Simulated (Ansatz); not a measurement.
# ClFH₂HfOSe: one species, many methods

An exercise on one series of results from a longer session: the logs are not shown, and one member is left open.

Method: functionals in def2-TZVPP, the program's frozen cores in correlated methods; program: Ansatz 0.2.0, Gaussian basis.

The runs, in order: PBE-D4, r2SCAN-D4, PBE0-D4, B3LYP-D4, ωB97X-V, ωB97M-V, B2PLYP; CCSD(T)/def2-TZVPP; MP2/def2-QZVPP; extrapolation to the limit.

**Structure used throughout**

An earlier PBE0-D4 in a triple-zeta def2 set relaxation fixed the geometry. Hf takes the def2 core potential; no spin-orbit term is included.

SMILES `[OH][Hf]([F])([Cl])[SeH]`, 7 atoms, charge 0, spin multiplicity 1.

Atoms are counted from 1 here; the program's logs count them from 0.

Bond lengths: O1–Hf2 1.891 Å, O1–H6 0.953 Å, Hf2–F3 1.894 Å, Hf2–Cl4 2.348 Å, Hf2–Se5 2.583 Å, Se5–H7 1.472 Å. Angles: Hf2–O1–H6 168.8°, O1–Hf2–F3 112.1°, O1–Hf2–Cl4 109.9°, O1–Hf2–Se5 107.8°, F3–Hf2–Cl4 108.4°, F3–Hf2–Se5 107.4°, Cl4–Hf2–Se5 111.1°, Hf2–Se5–H7 88.4°.

Set-up of the first run:

in.yaml

```yaml
crystal:
  periodic: [false, false, false]
  atoms:
    - {symbol: O, position_ang: [-1.466345, -0.108224, -0.479281]}
    - {symbol: Hf, position_ang: [0.417129, -0.250259, -0.392785]}
    - {symbol: F, position_ang: [1.022712, -1.991568, -0.828081]}
    - {symbol: Cl, position_ang: [1.404374, 1.271052, -1.884204]}
    - {symbol: Se, position_ang: [1.134522, 0.232534, 2.041055]}
    - {symbol: H, position_ang: [-2.398425, -0.146027, -0.671800]}
    - {symbol: H, position_ang: [-0.113969, 0.992501, 2.215105]}
basis:
  gaussian: {orbitals: def2-TZVPP}
hamiltonian: {xc: pbe, dispersion: d4}
output: {forces: true, orbitals: {seedname: orbitals}}
```

Launch:

```bash
> ansatz run in.yaml --threads 2 --pin off --events-out ev --progress --plain --max-ram 31744MiB --backend cpu
```

Steps of the session up to this table: PBE-D4 (GGA); r2SCAN-D4 (meta-GGA); PBE0-D4 (hybrid); B3LYP-D4 (hybrid); ωB97X-V (range-separated); ωB97M-V (range-separated); B2PLYP (double hybrid).

One table of the session follows, with a row left open; its other results are not shown here.

| functional | HOMO (eV) | gap (eV) |
| --- | --- | --- |
| PBE-D4 | -6.24 | 4.20 |
| r2SCAN-D4 | -6.53 | 4.67 |
| PBE0-D4 | -7.38 | 6.16 |
| B3LYP-D4 | -7.13 | 5.68 |
| ωB97X-V | ? | ? |
| ωB97M-V | -9.47 | 10.12 |

Q: Estimate the row for ωB97X-V from the others.

The run gave: HOMO (eV): -9.61; gap (eV): 10.49. In the column «HOMO (eV)» it is the lowest.
